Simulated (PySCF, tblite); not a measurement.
# H9NOSi3, a small molecule taken as a stand-in for a surface group (silicon nitride N site): NMR shifts, core binding energies and electronic excitations, part 2 of 2

tblite 0.8.0 and PySCF 2.14.0. Atoms count from 0, parts from 1. The steps go on from the part before.

### 5 Core-electron binding energies: SCAN, X2C

What the job is given:

```
{"job": {"kind": "xps", "holes": 5}, "charge": 0, "multiplicity": 1}
Si    -1.096387     1.535905     0.479229
N     -0.359782     0.014322    -0.017286
Si    -1.174350    -1.455553    -0.547055
O      0.725874    -0.319229     0.872499
Si     2.190924    -0.074024     0.048474
H     -2.195146     1.792844    -0.496191
H     -0.067084     2.612678     0.418887
H     -1.649044     1.477232     1.866680
H     -1.744494    -2.234770     0.593775
H     -2.268867    -1.008045    -1.456204
H     -0.195720    -2.314445    -1.273047
H      2.264932    -0.956723    -1.150724
H      3.241028    -0.437890     1.039757
H      2.321010     1.352944    -0.363082
```

With the program's defaults for keys left out, this is: delta-SCF UKS SCAN, pcX-2 on the ionised atom, pcseg-1 elsewhere, spin-free X2C.

The log of the run:

```text
ground state, core basis on atom 0 (Si), 169 functions
  cycle   1  E = -1005.51352505  |g| = 4.99e-01
  cycle   2  E = -1005.36494441  |g| = 9.78e-01
  cycle   3  E = -1005.56157891  |g| = 1.16e-01
  cycle   4  E = -1005.56396467  |g| = 5.27e-02
  cycle   5  E = -1005.56446597  |g| = 2.27e-02
  cycle   6  E = -1005.56458527  |g| = 2.20e-03
  cycle   7  E = -1005.56458641  |g| = 5.10e-04
  cycle   8  E = -1005.56458817  |g| = 1.02e-04
  E(ground) = -1005.62474800 Eh
hole in Si 2p of atom 0
  cycle   1  E = -1001.28320595  |g| = 1.23e+00
  cycle   2  E = -1001.02640795  |g| = 1.19e+00
  cycle   3  E = -1001.53337676  |g| = 3.66e-01
  cycle   4  E = -1001.59020384  |g| = 1.98e-01
  cycle   5  E = -1001.60459391  |g| = 6.53e-02
  cycle   6  E = -1001.60633457  |g| = 2.59e-02
  cycle   7  E = -1001.60661360  |g| = 8.59e-03
  cycle   8  E = -1001.60664854  |g| = 1.64e-03
  cycle   9  E = -1001.60664935  |g| = 2.25e-04
  E(ion) = -1001.67710323 Eh   <S^2> = 0.7522   hole on atom = 1.002   binding energy = 107.421 eV
  2p3/2 = 107.184 eV   2p1/2 = 107.808 eV
ground state, core basis on atom 1 (N), 158 functions
  cycle   1  E = -1005.48569658  |g| = 7.67e-02
  cycle   2  E = -1005.48575690  |g| = 2.28e-02
  cycle   3  E = -1005.48575088  |g| = 2.61e-02
  cycle   4  E = -1005.48587971  |g| = 8.75e-03
  cycle   5  E = -1005.48589702  |g| = 1.09e-03
  cycle   6  E = -1005.48589956  |g| = 4.39e-04
  E(ground) = -1005.58561496 Eh
hole in N 1s of atom 1
  cycle   1  E = -989.86150182  |g| = 1.87e+00
  cycle   2  E = -987.25166133  |g| = 2.80e+00
  cycle   3  E = -990.19985824  |g| = 9.22e-01
  cycle   4  E = -990.44318573  |g| = 6.36e-01
  cycle   5  E = -990.57413130  |g| = 2.23e-01
  cycle   6  E = -990.59423163  |g| = 2.56e-02
  cycle   7  E = -990.59462148  |g| = 8.60e-03
  cycle   8  E = -990.59469214  |g| = 3.85e-03
  cycle   9  E = -990.59471741  |g| = 2.02e-03
  cycle  10  E = -990.59472385  |g| = 5.12e-04
  cycle  11  E = -990.59472414  |g| = 1.34e-04
  E(ion) = -990.69238121 Eh   <S^2> = 0.7833   hole on atom = 1.000   binding energy = 405.266 eV
ground state, core basis on atom 3 (O), 158 functions
  cycle   1  E = -1005.50107644  |g| = 1.01e-01
  cycle   2  E = -1005.49983607  |g| = 9.43e-02
  cycle   3  E = -1005.50059633  |g| = 6.96e-02
  cycle   4  E = -1005.50145649  |g| = 4.45e-03
  cycle   5  E = -1005.50146083  |g| = 1.05e-03
  cycle   6  E = -1005.50146058  |g| = 3.67e-04
  E(ground) = -1005.60023325 Eh
hole in O 1s of atom 3
  cycle   1  E = -984.86429437  |g| = 2.23e+00
  cycle   2  E = -983.38296284  |g| = 2.64e+00
  cycle   3  E = -985.36367810  |g| = 8.44e-01
  cycle   4  E = -985.57926724  |g| = 5.63e-01
  cycle   5  E = -985.70597818  |g| = 1.63e-01
  cycle   6  E = -985.71612251  |g| = 2.91e-02
  cycle   7  E = -985.71657628  |g| = 4.94e-03
  cycle   8  E = -985.71659328  |g| = 1.26e-03
  cycle   9  E = -985.71659298  |g| = 4.90e-04
  E(ion) = -985.81450362 Eh   <S^2> = 0.7679   hole on atom = 1.000   binding energy = 538.397 eV
ground state, core basis on atom 4 (Si), 169 functions
  cycle   1  E = -1005.56531754  |g| = 2.98e-01
  cycle   2  E = -1005.56230665  |g| = 1.53e-01
  cycle   3  E = -1005.55881414  |g| = 1.99e-01
  cycle   4  E = -1005.56641030  |g| = 2.02e-02
  cycle   5  E = -1005.56647148  |g| = 6.57e-03
  cycle   6  E = -1005.56648280  |g| = 9.81e-04
  cycle   7  E = -1005.56648506  |g| = 2.11e-04
  E(ground) = -1005.62698730 Eh
hole in Si 2p of atom 4
  cycle   1  E = -1001.27732327  |g| = 1.23e+00
  cycle   2  E = -1000.21644667  |g| = 1.47e+00
  cycle   3  E = -1001.38086816  |g| = 6.18e-01
  cycle   4  E = -1001.56877413  |g| = 2.24e-01
  cycle   5  E = -1001.58871577  |g| = 1.45e-01
  cycle   6  E = -1001.59500410  |g| = 7.33e-02
  cycle   7  E = -1001.59725255  |g| = 1.25e-02
  cycle   8  E = -1001.59732828  |g| = 2.56e-03
  cycle   9  E = -1001.59733030  |g| = 5.52e-04
  cycle  10  E = -1001.59733146  |g| = 1.37e-04
  E(ion) = -1001.66851536 Eh   <S^2> = 0.7522   hole on atom = 1.003   binding energy = 107.716 eV
  2p3/2 = 107.467 eV   2p1/2 = 108.092 eV
```

Wall time 25 s (1 thread of Arm Neoverse V2, shared host); peak memory 0.61 GiB.

The holes in one table. −ε is the ground-state orbital energy:

```csv
hole,stands for,environment,ΔSCF (eV; 2p as the shell's mean),−ε (eV),⟨S²⟩
Si2p on Si0,"Si0, Si2","silicon bonded to N, 3 H",107.39,96.6,0.752
N1s on N1,N1,"nitrogen bonded to O, 2 Si",405.27,387.0,0.783
O1s on O3,O3,"oxygen bonded to N, Si",538.40,517.6,0.768
Si2p on Si4,Si4,"silicon bonded to O, 3 H",107.68,96.8,0.752
```

Each hole run stands for the others of its class of like atoms.

With the spin-orbit splitting: Si0 2p3/2 107.18, 2p1/2 107.81 eV; Si4 2p3/2 107.47, 2p1/2 108.09 eV. The table gives each 2p level as the mean over the whole 2p shell (two parts 2p3/2, one part 2p1/2), which differs a little from the single hole in the log.

### 6 Ultraviolet spectrum: CAM-B3LYP/def2-SVPD

The job, as its differences from that of step 5:

```diff
@@ -1,2 +1,2 @@
-{"job": {"kind": "xps", "holes": 5}, "charge": 0, "multiplicity": 1}
+{"job": {"kind": "uv", "xc": "CAM-B3LYP", "basis": "def2-SVPD", "nstates": 6, "ntriplets": 2, "ip": true}, "charge": 0, "multiplicity": 1}
 Si    -1.096387     1.535905     0.479229
```

Level: TDDFT CAM-B3LYP/def2-SVPD, vertical, gas phase, core orbitals frozen in the response.

The log of the run:

```text
coarse grid: 12600 points
cycle   1  E = -1003.2511271763  dE = -2.551e-02  |g| = 5.439e-01  |ddm| = 4.032e+00
cycle   2  E = -1003.2146646078  dE =  3.646e-02  |g| = 7.297e-01  |ddm| = 1.362e+00
cycle   3  E = -1003.3143531564  dE = -9.969e-02  |g| = 7.991e-02  |ddm| = 6.783e-01
cycle   4  E = -1003.3155630763  dE = -1.210e-03  |g| = 2.697e-02  |ddm| = 1.233e-01
cycle   5  E = -1003.3156870301  dE = -1.240e-04  |g| = 1.321e-02  |ddm| = 4.711e-02
cycle   6  E = -1003.3157268908  dE = -3.986e-05  |g| = 9.535e-04  |ddm| = 1.700e-02
cycle   7  E = -1003.3157272766  dE = -3.859e-07  |g| = 2.044e-04  |ddm| = 2.593e-03
final grid: 106328 points
cycle   8  E = -1003.4489604053  dE = -6.401e-06  |g| = 1.215e-03  |ddm| = 2.999e-02
cycle   9  E = -1003.4489601980  dE =  2.073e-07  |g| = 1.697e-03  |ddm| = 4.238e-03
cycle  10  E = -1003.4489607498  dE = -5.518e-07  |g| = 1.122e-04  |ddm| = 1.453e-03
cycle  11  E = -1003.4489607531  dE = -3.260e-09  |g| = 8.517e-05  |ddm| = 3.417e-04
cycle  12  E = -1003.4489607547  dE = -1.611e-09  |g| = 1.362e-05  |ddm| = 1.077e-04
cycle  13  E = -1003.4489607548  dE = -9.618e-11  |g| = 2.647e-06  |ddm| = 3.324e-05
converged SCF energy = -1003.4489607548

Static polarisability (au): isotropic 92.872, principal 80.716 95.555 102.344

Singlet excitations
state   eV       nm        f      main configurations
  1   5.8629    211.5   0.00124   H->L 0.68, H->L+1 0.12
  2   6.1705    200.9   0.00047   H->L+1 0.60, H->L 0.22, H->L+4 0.10
  3   6.9262    179.0   0.00030   H-1->L 0.70, H-1->L+1 0.19
  4   7.0349    176.2   0.02876   H->L+2 0.79
  5   7.4687    166.0   0.00107   H->L+3 0.64, H->L+8 0.14
  6   7.4863    165.6   0.00093   H->L+4 0.46, H->L+6 0.28, H->L+1 0.09

Triplet excitations (Tamm-Dancoff, eV): 5.2940 5.8010
Vertical ionisation energy (delta-SCF) = 9.1706 eV
```

Wall time 73 s (1 thread of Arm Neoverse V2, shared host); peak memory 0.99 GiB.

Frontier orbitals and where they lie:

```csv
orbital,eV,atoms
HOMO−3,-11.17,"Si4 36 %, H12 29 %, O3 9 %"
HOMO−2,-11.05,"Si0 20 %, Si2 20 %, H6 12 %"
HOMO−1,-9.80,"O3 46 %, N1 13 %, Si4 11 %"
HOMO,-8.62,"N1 50 %, O3 19 %, Si0 7 %"
LUMO,0.67,"Si4 21 %, Si2 13 %, Si0 13 %"
LUMO+1,1.03,"Si4 21 %, Si2 14 %, Si0 14 %"
LUMO+2,1.17,"Si2 23 %, Si0 23 %, Si4 8 %"
```

With each of the 6 states as a Gaussian band of 0.4 eV half-width at 1/e, the curve within the window shown has maxima at 208 nm (ε 63), 176 nm (ε 1,200) L/(mol cm). Beyond the last state computed it falls off for lack of states. The curve at chosen wavelengths:

```json
{"nm": "159", "ε (L/mol/cm)": "79"}
{"nm": "162", "ε (L/mol/cm)": "185"}
{"nm": "165", "ε (L/mol/cm)": "377"}
{"nm": "168", "ε (L/mol/cm)": "657"}
{"nm": "171", "ε (L/mol/cm)": "957"}
{"nm": "174", "ε (L/mol/cm)": "1163"}
{"nm": "177", "ε (L/mol/cm)": "1184"}
{"nm": "180", "ε (L/mol/cm)": "1022"}
{"nm": "183", "ε (L/mol/cm)": "758"}
{"nm": "186", "ε (L/mol/cm)": "492"}
{"nm": "189", "ε (L/mol/cm)": "287"}
{"nm": "192", "ε (L/mol/cm)": "157"}
{"nm": "195", "ε (L/mol/cm)": "91"}
{"nm": "199", "ε (L/mol/cm)": "61"}
{"nm": "202", "ε (L/mol/cm)": "58"}
{"nm": "205", "ε (L/mol/cm)": "61"}
{"nm": "208", "ε (L/mol/cm)": "63"}
{"nm": "211", "ε (L/mol/cm)": "61"}
{"nm": "214", "ε (L/mol/cm)": "56"}
{"nm": "217", "ε (L/mol/cm)": "48"}
{"nm": "220", "ε (L/mol/cm)": "39"}
{"nm": "223", "ε (L/mol/cm)": "29"}
{"nm": "226", "ε (L/mol/cm)": "21"}
{"nm": "229", "ε (L/mol/cm)": "14"}
{"nm": "232", "ε (L/mol/cm)": "9"}
{"nm": "235", "ε (L/mol/cm)": "6"}
```

Further results of this job:

```csv
property,computed
dipole moment (D),0.76
polarisability (Å³),13.76
HOMO–LUMO gap (eV),9.29
−ε(HOMO) (eV),8.62
```

### 7 What came out

This closing draws on all 2 parts.

| quantity | value |
| --- | --- |
| point group | Cs |
| rotational constants (main isotopes) | 2.68, 1.84, 1.19 GHz |
| $^{1}$H shifts against TMS (PBE0/pcSseg-1, means over atoms taken as alike) | 4.84, 4.82, 4.78, 4.75, 4.61 ppm |
| $^{29}$Si shifts against TMS (PBE0/pcSseg-1, means over atoms taken as alike) | -28.2, -49.0 ppm |
| $^{15}$N shifts against NH3 (PBE0/pcSseg-1) | 122.2 ppm |
| $^{17}$O shifts against H2O (PBE0/pcSseg-1) | 69.8 ppm |
| Si2p binding energies, SCAN/pcX-2 | Si4 107.68, Si0 107.39 eV |
| N1s binding energies, SCAN/pcX-2 | N1 405.27 eV |
| O1s binding energies, SCAN/pcX-2 | O3 538.40 eV |
| lowest singlet (CAM-B3LYP/def2-SVPD) | 5.86 eV (211 nm), f = 0.001 |
| brightest single state of those computed | state 4, 7.03 eV, f = 0.029 |
| lowest triplet | 5.29 eV |
| vertical ionisation energy (ΔSCF) | 9.17 eV |

Over 9 steps the energy fell by 0.497 eV; of the close pairs, O3–Si4 changed most, 1.598 to 1.699 Å (PBE0/def2-SVP). No frequency check was run at this level, so the end point may be a saddle. At PBE0/pcSseg-1: Shielding is most anisotropic at N1 (span 270 ppm, paramagnetic term -179 ppm). The Si2p levels kept as sound span 0.28 eV, from Si0 (silicon bonded to N, 3 H) up to Si4 (silicon bonded to O, 3 H). The lowest singlet, at 5.86 eV, is HOMO→LUMO 0.68, HOMO→LUMO+1 0.12 and is weak; of the 6 states computed, the strongest absorption comes from state 4 at 7.03 eV. The lowest triplet lies 0.57 eV below the lowest singlet (triplets in Tamm-Dancoff, singlets in full TDDFT). The orbital energy would give 8.62 eV for ionisation, ΔSCF gives 9.17 eV. A capped cluster stands for the solid here, so long-range fields and strain are missing, and bands or shifts of the capping hydrogens have no counterpart in it.
